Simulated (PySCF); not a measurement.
# HfNH: structure of the singlet

Where does singlet HfNH go from a linear start, is the end point a minimum, and what are its modes, charges and moments?

Computed with PySCF 2.14.0. Level: PBE0, basis Hf def2-TZVP with ECP60, N def2-TZVP, H def2-TZVP, scalar-relativistic core potentials, no spin–orbit coupling, density fitting.

## (1) The starting structure

3 atoms, charge 0, spin multiplicity 1.

Bond lengths: Hf1–N2 1.880 Å, Hf1–H3 1.840 Å. Angles: N2–Hf1–H3 180.0°.

```xyz
3
charge 0 multiplicity 1
Hf    0.0000    0.0000    0.0000
N     0.0000    0.0000   -1.8800
H     0.0000    0.0000    1.8400
```

## (2) Finding the electronic state

The steps below are one call of a driver around PySCF. For each, scf.py gives the equivalent set-up of the SCF; relaxations use the driver's own optimiser. After this first run the driver tries any further starts and a stability analysis.

File scf.py:

```python
from pyscf import gto, scf, dft
mol = gto.M(atom='''
Hf     0.000000     0.000000     0.000000
N      0.000000     0.000000    -1.880000
H      0.000000     0.000000     1.840000''',
    basis={'Hf': 'def2-TZVP', 'N': 'def2-TZVP', 'H': 'def2-TZVP'},
    ecp={'Hf': 'def2-TZVP'},
    charge=0, spin=0)
mf = dft.RKS(mol, xc='PBE0')
mf.grids.atom_grid = (50, 194)
aux = {'Hf': 'def2-universal-JKFIT', 'N': 'def2-universal-JKFIT', 'H': 'def2-universal-JKFIT'}
mf = mf.density_fit(auxbasis=aux)
mf.conv_tol = 1e-08
mf.diis_space = 10
mf.max_cycle = 60
mf.init_guess = 'minao'
mf.verbose = 4
mf.kernel()
```

Command:

```console
> OMP_NUM_THREADS=2 python axn.py task.json out
```

The runs that follow: Relaxing the singlet from the linear start; Is it a minimum? Harmonic modes; Downhill along the imaginary mode; Hessian and properties.

Before running it: what results should come out? Wanted: minimum; geometry; wavenumbers; dipole moment; highest occupied, lowest empty level; polar-tensor charge of Hf1; zero-point energy; atomisation energy.

**Answer**, as computed:

```
                                 quantity                                      value
                                  minimum                                singlet, Cs
                                 geometry  Hf–H 1.869 Å, Hf–N 1.723 Å; H–Hf–N 101.5°
                       wavenumbers (cm⁻¹)              490 (a'), 996 (a'), 1632 (a')
                            dipole moment                                     6.94 D
     highest occupied, lowest empty level                            -5.95, -2.86 eV
               polar-tensor charge of Hf1                                    +1.07 e
                        zero-point energy                                18.6 kJ/mol
                      entropy at 298.15 K                            262.2 J/(mol K)
atomisation energy (no zero-point energy)                                 757 kJ/mol
```

What this shows: The linear start (C∞v) ends in a minimum of Cs symmetry, after a stop at a second-order saddle point 83.2 kJ/mol higher, from which it was pushed off along an imaginary mode. In the infrared the band at 1632 cm⁻¹ (a', stretch) leads. With 6.9 D the molecule is strongly polar. Other starts or spin states, not run here, may lie lower. With an element this heavy the missing spin–orbit coupling can shift these numbers.
